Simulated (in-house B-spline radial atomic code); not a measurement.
**Pr¹⁰⁺: ionisation energy by several methods**

How far do functionals differ on the ionisation energy of Pr¹⁰⁺? Each run solves Pr¹⁰⁺ and then the next ion ([Kr] 4d10 5s2).

Method: non-relativistic, several functionals, spin-polarised, exact exchange averaged over the configuration; spherical all-electron atom at the radial basis limit. Code: in-house B-spline radial atomic code version 1.

### 1 The system

```
element       : praseodymium (Z = 59)
charge        : +10
electrons     : 49
configuration : [Kr] 4d10 5s2 5p1
nucleus       : point
```

The outer shells:

[Kr] 4d10 5s2 5p1
```
[Kr] core
4d [↑↓][↑↓][↑↓][↑↓][↑↓]
5s [↑↓]
5p [↑ ][  ][  ]
```

Where spins are not typed, each open shell is filled with up spins first.

### 2 BHandHLYP, a global hybrid

The run's settings:

```ini
Z = 59
electrons = 49.0
configuration = [Kr] 4d10 5s2 5p1
hamiltonian = nr
method = bhandhlyp
spin_polarised = True
exact_exchange = averaged over the configuration
```

On the command line:

```
> python run_scf.py task.json out
```

The settings of every run stand in task.json; they run in order.

### 3 B3LYP, a global hybrid

Changes to the settings of step 2:

```diff
@@ -4,3 +4,3 @@
 hamiltonian = nr
-method = bhandhlyp
+method = b3lyp
 spin_polarised = True
```

### 4 r2SCAN0, a global hybrid

Changes to the settings of step 3:

```diff
@@ -4,3 +4,3 @@
 hamiltonian = nr
-method = b3lyp
+method = r2scan0
 spin_polarised = True
```

### 5 M06-2X, a global hybrid

Changes to the settings of step 4:

```diff
@@ -4,3 +4,3 @@
 hamiltonian = nr
-method = r2scan0
+method = m062x
 spin_polarised = True
```

### 6 HSE06, a range-separated hybrid

Changes to the settings of step 5:

```diff
@@ -4,3 +4,3 @@
 hamiltonian = nr
-method = m062x
+method = hse06
 spin_polarised = True
```

Before running: The tabulated ionisation energy is 162 ± 2.4 eV (tabulated theoretical; NIST Atomic Spectra Database). What does each method give, and which comes nearest?

**Answer**, as computed:

| method | rung | total energy (hartree) | ΔSCF (eV) | −ε highest (eV) | ΔSCF less tabulated (eV) |
| --- | --- | --- | --- | --- | --- |
| BHandHLYP | global hybrid | -8898.3393 | 158.00 | 154.29 (5p up) | -4.00 |
| B3LYP | global hybrid | -8898.2966 | 158.30 | 152.28 (5p up) | -3.70 |
| r2SCAN0 | global hybrid | -8898.2546 | 157.72 | 152.46 (5p up) | -4.28 |
| M06-2X | global hybrid | -8898.8857 | 157.52 | 154.43 (5p up) | -4.48 |
| HSE06 | range-separated hybrid | -8897.6932 | 158.03 | 152.01 (5p up) | -3.97 |

The tabulated ionisation energy is 162 ± 2.4 eV (tabulated theoretical; NIST Atomic Spectra Database). B3LYP comes nearest (-3.70 eV) and M06-2X is farthest (-4.48 eV, 2.8 %). All methods miss on the same side by much the same amount, which points to something that they share. These runs lack relativity altogether, which can outweigh the gaps between the methods, so the nearest may be so by luck. These runs leave out relativity, which matters at this nuclear charge. Open shells are averaged (over orientations, and over spins where the run is restricted), while tables refer to the lowest levels.
